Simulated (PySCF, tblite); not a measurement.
**C4H8O2SeSi: geometry, infrared bands and NMR shifts**

Wanted: the infrared bands and NMR shifts of C4H8O2SeSi (`C[Si@@H]1C[C@@H](C(=O)O)[Se]1`), by calculation.

The runs use tblite 0.8.0 and PySCF 2.14.0, with density-fitted response routines of our own; the level of theory stands in each step. All values are computed, except where a source is named. Atoms count from 0, in the outputs and in this text.

## 1. The starting structure

16 atoms, charge 0, multiplicity 1; geometry from: force field or distance geometry start.

Bonds of the start (Å): C0–Si1 1.86, Si1–C2 1.87, C2–C3 1.51, C3–C4 1.49, C4–O5 1.25, C4–O6 1.41, C3–Se7 1.92, Se7–Si1 2.28, C0–H8 1.11, C0–H9 1.10, C0–H10 1.13, Si1–H11 1.43, C2–H12 1.08, C2–H13 1.12, C3–H14 1.10, O6–H15 1.00.

## 2. Optimising the geometry with GFN2-xTB

Job settings and geometry (Å):

```
{"job": {"kind": "relax", "xc": "GFN2-xTB", "basis": "xTB"}, "charge": 0, "multiplicity": 1}
C     -2.132000    -1.116000     0.091000
Si    -1.550700     0.531300    -0.559500
C      0.278600     0.648200    -0.920900
C      0.532300     0.234000     0.509800
C      1.996800     0.301100     0.760500
O      2.519500     1.038600     1.624600
O      2.793100    -0.507600    -0.075700
Se    -0.530700     1.711100     1.108100
H     -1.781400    -1.198300     1.142100
H     -1.788600    -1.983300    -0.483300
H     -3.259900    -1.168500     0.149000
H     -2.401900     1.241100    -1.463300
H      0.701900    -0.088900    -1.580100
H      0.645400     1.695700    -1.097000
H      0.180300    -0.774900     0.790800
H      3.789500    -0.554600    -0.007600
```

The run is started by

```bash
$ OMP_NUM_THREADS=1 python probes_run.py task.json out
```

The driver reads the jobs from task.json and runs them one after another.

**Question.** This job is followed by: GFN2-xTB harmonic vibrations, gas phase; GIAO PBE0/pcSseg-1 NMR shielding, non-relativistic, gas phase. Predict these results of the whole session: strongest single infrared mode (GFN2-xTB); zero-point energy (GFN2-xTB); 13C shifts against TMS (PBE0/pcSseg-1); 1H shifts against TMS (PBE0/pcSseg-1, means over atoms taken as alike); 29Si shifts against TMS (PBE0/pcSseg-1); 17O shifts against H2O (PBE0/pcSseg-1); 77Se shifts against Me2Se (PBE0/pcSseg-1).

The runs gave:

| quantity | value |
| --- | --- |
| strongest single infrared mode (GFN2-xTB) | 1752 cm⁻¹, 363 km/mol |
| zero-point energy (GFN2-xTB) | 71.1 kcal/mol |
| 13C shifts against TMS (PBE0/pcSseg-1) | 184.2, 40.7, 27.1, 5.4 ppm |
| 1H shifts against TMS (PBE0/pcSseg-1, means over atoms taken as alike) | 6.26, 6.02, 3.71, 2.35, 1.80, 0.58 ppm |
| 29Si shifts against TMS (PBE0/pcSseg-1) | 17.1 ppm |
| 17O shifts against H2O (PBE0/pcSseg-1) | 398.4, 204.0 ppm |
| 77Se shifts against Me2Se (PBE0/pcSseg-1) | 263 ppm |

**Reading.** Relaxing lowered the energy by 1.890 eV in 143 steps; the close pair that moved most is C3–Se7, from 1.916 to 2.012 Å. No mode is imaginary among the 42: a minimum at this level. The strongest single mode, at 1752 cm⁻¹, moves mainly C4 and O5. Unscaled tight-binding wavenumbers are off by several per cent, some by more. Its intensities can rank the bands wrongly. At PBE0/pcSseg-1: The widest tensor belongs to Se7: span 1595 ppm, with a paramagnetic part of -1508 ppm. Spin-orbit coupling is left out, which matters for shieldings and couplings at and beside the heavy atoms.
